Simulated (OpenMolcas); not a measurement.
# Ta⁴⁺ among point charges: CASSCF and CASPT2 levels and susceptibility

Aim: the splitting of the states of Ta⁴⁺ in the field of 3 point charges, its lowest levels with spin-orbit coupling and its magnetic susceptibility.

Program: OpenMolcas 26.06. Level of theory: state-averaged CASSCF and CASPT2, spin-orbit coupling by RASSI with atomic mean-field integrals. These are calculated values, not measurements, unless marked.

## (1) What is computed

* Species: Ta⁴⁺ (tantalum, Z = 73, 69 electrons)
* Basis: ANO-RCC-VTZP [8s7p5d3f2g1h], 104 functions
* Scalar Hamiltonian: DKH2, point nucleus
* Inactive shells: 1s 2s 2p 3s 3p 3d 4s 4p 4d 4f 5s 5p
* Active space: 1 electron in 5 orbitals (5d)
* Some configurations of this space: 5d
* Orbitals: optimised for each spin and parity, averaged over all roots

Outer shells as boxes (Hund's rule):

5d
```
5d [↑ ][  ][  ][  ][  ]
```

The ion sits among 3 point charges of -2 e arranged as a planar triangle (D3h), 2.16 Å from the ion.

Each step is its own input file, run in one work folder so that later steps find the files of earlier ones. Labels, J, g values, rates, χT and fits are worked out afterwards by a script from the matrices that RASSI stores.

## (2) Basis and integrals

File a.inp:

```
&GATEWAY
Coord
1

Ta 0.0 0.0 0.0
Basis=ANO-RCC-VTZP
Group=NoSym
NoMove
AngMom=0.0 0.0 0.0
AMFI
XField
3 Angstrom 0
2.160000 0.000000 0.000000 -2.000000
-1.080000 1.870615 0.000000 -2.000000
-1.080000 -1.870615 0.000000 -2.000000
&SEWARD
```

Launch:

```bash
> OMP_NUM_THREADS=1 MOLCAS_MEM=1689 MOLCAS_PROJECT=a pymolcas a.inp > a.log
```

Output:

```text
Basis set label: TA.ANO-RCC...8S7P5D3F2G1H.

      Electronic valence basis set:
      ------------------
      Associated Effective Charge  73.000000 au
      Associated Actual Charge     73.000000 au
      Nuclear Model: Point charge

      Shell  nPrim  nBasis  Cartesian Spherical Contaminant
         s      24       8        X
         p      21       7        X
         d      15       5                 X
         f      11       3                 X
         g       4       2                 X
         h       2       1                 X
                  Relativistic Douglas-Kroll-Hess integrals:
                    - DKH order of Hamiltonian: 2
                    - DKH order of Properties : 0
                  Atomic mean-field integrals
```

## (3) Reference wave functions, doublets, 5 roots

File a.inp:

```
&RASSCF
FileOrb=start.orb
Symmetry=1
Spin=2
nActEl=1 0 0
Inactive=34
Ras2=5
CIRoot=5 5 1
SDav=5
CIMx=300
Iter=120 100
PrWF=0.3
OrbListing=Nothing
MaxOrb=0
>>> COPY $Project.JobIph JOB001
```

Launch:

```bash
> OMP_NUM_THREADS=1 MOLCAS_MEM=1689 MOLCAS_PROJECT=a pymolcas a.inp > a.log
```

start.orb holds the contracted functions of the basis, ordered by shell, or the orbitals of the step before.

Output, cut to the lines that bear on the results:

```text
[...]
      Number of active orbitals                  5
[...]
      Spin quantum number                      0.5
[...]
      Active orbitals                            5
[...]
      Number of CSFs                             5
      Number of root(s) required                 5
[...]
      Convergence after 11 iterations
[...]
      Natural orbitals and occupation numbers for root  1
      sym 1:   0.000000   0.000000   1.000000  -0.000000  -0.000000
      Natural orbitals and occupation numbers for root  2
      sym 1:  -0.000000   1.000000  -0.000000   0.000000   0.000000
      Natural orbitals and occupation numbers for root  3
      sym 1:   0.000000   0.000000   0.000000   1.000000  -0.000000
::    RASSCF root number  1 Total energy: -15592.96927226
::    RASSCF root number  2 Total energy: -15592.94054831
::    RASSCF root number  3 Total energy: -15592.94054831
::    RASSCF root number  4 Total energy: -15592.87296879
::    RASSCF root number  5 Total energy: -15592.87296879
```

## (4) State interaction with spin-orbit coupling

File a.inp:

```
&RASSI
NrOfJobIphs=1 5
1 2 3 4 5
IphNames
JOB001
EJob
SpinOrbit
DIPRint=1.0
SOCoupling=1000.0
Subsets=2
Property=9
'ANGMOM' 1 'ANGMOM' 2 'ANGMOM' 3 'MLTPL  1' 1 'MLTPL  1' 2 'MLTPL  1' 3
'AMFI' 1 'AMFI' 2 'AMFI' 3
SOProperty=3
'ANGMOM' 1 'ANGMOM' 2 'ANGMOM' 3
```

Output, cut to the lines that bear on the results:

```text
SPIN-FREE ENERGIES:
  (Shifted by EMIN (a.u.) =     -15592.9692722650)
 SF State       Relative EMIN(au)   Rel lowest level(eV)    D:o, cm**(-1)      L_eff
     1             0.0000000000        0.0000000000              0.0000         1.9
     2             0.0287239584        0.7816187259           6304.1802         1.9
     3             0.0287239584        0.7816187259           6304.1802         1.9
     4             0.0963034746        2.6205510443          21136.1696         2.0
     5             0.0963034768        2.6205511035          21136.1701         2.0
     Dipole printing threshold changed to   1.00000000E+00
[...]
Eigenvalues of complex Hamiltonian:
   -----------------------------------
  (Shifted by EMIN (a.u.) =     -15592.9692722650)
 SO State       Relative EMIN(au)   Rel lowest level(eV)    D:o, cm**(-1)     J-value
     1            -0.0061199605        0.0000000000              0.0000         1.6
     2            -0.0061199605        0.0000000000              0.0000         1.6
     3             0.0289727714        0.9549218823           7701.9644         2.2
     4             0.0289727714        0.9549218823           7701.9644         2.2
     5             0.0317577097        1.0307039140           8313.1877         1.6
     6             0.0317577097        1.0307039140           8313.1877         1.6
     7             0.0867974936        2.5284127327          20393.0240         1.4
     8             0.0867974936        2.5284127327          20393.0240         1.4
     9             0.1086468540        3.1229641178          25188.4043         1.2
    10             0.1086468540        3.1229641178          25188.4043         1.2
Weights of the five most important spin-orbit-free states for each spin-orbit state.
[...]
```

These steps: 6.7 s of run time, 1 thread of Intel Xeon 6975P-C (Granite Rapids), shared host.

States without spin-orbit coupling:

```tsv
state	degeneracy	E (cm-1)	free-ion L (%)
2A1	1	0	D (100)
2E	2	6304	D (100)
2E	2	21136	D (100)
```

With spin-orbit coupling:

| E (cm-1) | Degeneracy | Label | 2S+1 | g |
| --- | --- | --- | --- | --- |
| 0.0 | 2 | E1/2 | 2 | 0.11 0.11 1.65 |
| 7702 | 2 | E1/2 | 2 | 0.35 2.11 2.11 |
| 8313 | 2 | E3/2 | 2 | 0.00 0.00 3.89 |
| 20393 | 2 | E3/2 | 2 | 0.00 0.00 2.04 |
| 25188 | 2 | E1/2 | 2 | 0.00 0.00 5.94 |

Labels of spin-orbit levels are those of the rotation subgroup (D3 for D3h). Principal g values are given for doublets only; a zero marks a field direction without first-order Zeeman splitting.

Powder χT (cm³ K/mol): 0.09 at 2 K, 0.09 at 5 K, 0.09 at 10 K, 0.09 at 20 K, 0.09 at 50 K, 0.09 at 100 K, 0.10 at 150 K, 0.10 at 200 K, 0.11 at 250 K, 0.11 at 300 K.

Orbitals of the lowest block (energies include the constant potential of the surroundings):

```tsv
shell	space	energy (hartree)	mean occupation	⟨r²⟩ (bohr²)
1s	inactive	-2485.9667	2.000	0.000446
2s	inactive	-432.5874	2.000	0.00729
2p	inactive	-380.4933	6.000	0.00601
3s	inactive	-101.4195	2.000	0.0477
3p	inactive	-85.5368	6.000	0.0483
3d	inactive	-66.2754	10.000	0.0404
4s	inactive	-21.9094	2.000	0.238
4p	inactive	-16.5751	6.000	0.270
4d	inactive	-9.4754	10.000	0.318
4f	inactive	-1.5816	14.000	0.486
5s	inactive	-3.2641	2.000	1.38
5p	inactive	-1.8160	6.000	1.82
5d	RAS2		1.000	3.75
```

## (5) CASPT2: IPEA 0.25, imaginary shift 0.1 (closed shells correlated: 4f 5s 5p)

File a.inp:

```
>>> COPY JOB001 $Project.JobIph
&CASPT2
Multistate=5 1 2 3 4 5
NoMult
Frozen=23
IPEA=0.25
Imaginary=0.1
MaxIter=60
WThr=0.0 0.3 0.05
PrWF=0.5
NoMix
```

Launch:

```bash
> OMP_NUM_THREADS=1 MOLCAS_MEM=1689 MOLCAS_PROJECT=a pymolcas a.inp > a.log
```

Output:

```text
Orbital specifications:
      -----------------------

      Symmetry species                           1
                                                 a
      Frozen orbitals                           23
      Inactive orbitals                         11
      Active orbitals                            5
      Secondary orbitals                        65
      Deleted orbitals                           0
      Number of basis functions                104
Type of calculation                        SS-CASPT2
      Fock operator                              state-specific
      IPEA shift                                 0.25
      Real shift                                 0.00
      Imaginary shift                            0.10
      The input orbitals will be transformed to quasi-canonical
Reference energy:      -15592.9692722650
      E2 (Non-variational):      -1.0880512911
      Shift correction:          -0.0001382912
      E2 (Variational):          -1.0881895823
      Total energy:          -15594.0574618472
      Residual norm:              0.0000001541
      Reference weight:           0.90857
      Contributions to the CASPT2 correlation energy
      Active & Virtual Only:          0.0000000000
      One Inactive Excited:          -0.0589060008
      Two Inactive Excited:          -1.0291452903
Reference energy:      -15592.9405483066
      E2 (Non-variational):      -1.0873403284
      Shift correction:          -0.0001361328
      E2 (Variational):          -1.0874764611
      Total energy:          -15594.0280247677
      Residual norm:              0.0000002626
      Reference weight:           0.90903
      Contributions to the CASPT2 correlation energy
      Active & Virtual Only:         -0.0000000001
      One Inactive Excited:          -0.0610966914
      Two Inactive Excited:          -1.0262436369
::    CASPT2 Root  1     Total energy: -15594.05746185
::    CASPT2 Root  2     Total energy: -15594.02802477
::    CASPT2 Root  3     Total energy: -15594.02802516
::    CASPT2 Root  4     Total energy: -15593.96192586
::    CASPT2 Root  5     Total energy: -15593.96249407
```

Time for this run: 7.7 s (1 thread of Intel Xeon 6975P-C (Granite Rapids), shared host).

SS-CASPT2: lowest energy less the reference's lowest, -1.0882 hartree; reference weights 0.909.

States without spin-orbit coupling:

```tsv
state	degeneracy	E (cm-1)	free-ion L (%)
2A1	1	0	D (100)
2E	2	6461	D (100)
2E	2	20905	D (100)
```

With spin-orbit coupling:

```csv
E (cm-1),Degeneracy,Label,2S+1,g
0,2,E1/2,2,0.08 0.08 1.66
7800,2,E1/2,2,0.33 2.08 2.08
8420,2,E3/2,2,0.00 0.00 3.89
20160,2,E3/2,2,0.00 0.00 2.05
24930,2,E1/2,2,0.00 0.00 5.94
```

Powder χT (cm³ K/mol): 0.09 at 2 K, 0.09 at 5 K, 0.09 at 10 K, 0.09 at 20 K, 0.09 at 50 K, 0.10 at 100 K, 0.10 at 150 K, 0.10 at 200 K, 0.11 at 250 K, 0.11 at 300 K.

## (6) The methods side by side

A. CASSCF
B. SS-CASPT2, IPEA 0.25, imaginary shift 0.1 (closed shells correlated: 4f 5s 5p)

```tsv
method	ground state	first state of that spin (cm-1)	first gap with spin-orbit (cm-1)	χT at 300 K
A	2A1	2E 6304	7702.0	0.11
B	2A1	2E 6461	7804.8	0.11
```

## (7) Summary of results

```
                                            quantity                                                                           value
                                              method  SS-CASPT2, IPEA 0.25, imaginary shift 0.1 (closed shells correlated: 4f 5s 5p)
                              spin-free ground state                                                 2A1, 1-fold in its orbital part
first state of the same spin within the active space                                                                 2E at 6460 cm⁻¹
                                        lowest level                                               2-fold E1/2, g = 0.08, 0.08, 1.66
                                          next level                                                                     7804.8 cm⁻¹
                                         χT at 300 K                                                                  0.11 cm³ K/mol
                           effective moment at 300 K                                                                         0.95 μB
```

Cost by method:

```tsv
method	time of its own steps	time with the reference
A. CASSCF	6.7 s	6.7 s
B. SS-CASPT2, IPEA 0.25, imaginary shift 0.1, +4f 5s 5p	7.7 s	14 s
```

Times are of one thread on a shared host.

What this shows: The spin-free ground state (2A1) comes to 100 % from free-ion D terms and keeps the highest spin of the shell. χT at 300 K is 0.11, against 0.38 cm³ K/mol for the spin alone, so orbital moment lowers it. CASPT2 does not keep the components of a term degenerate, and the means are used. The field of point charges can differ much from that of real complexes. Point charges carry no covalency, so the field is a model and not that of real ligands.
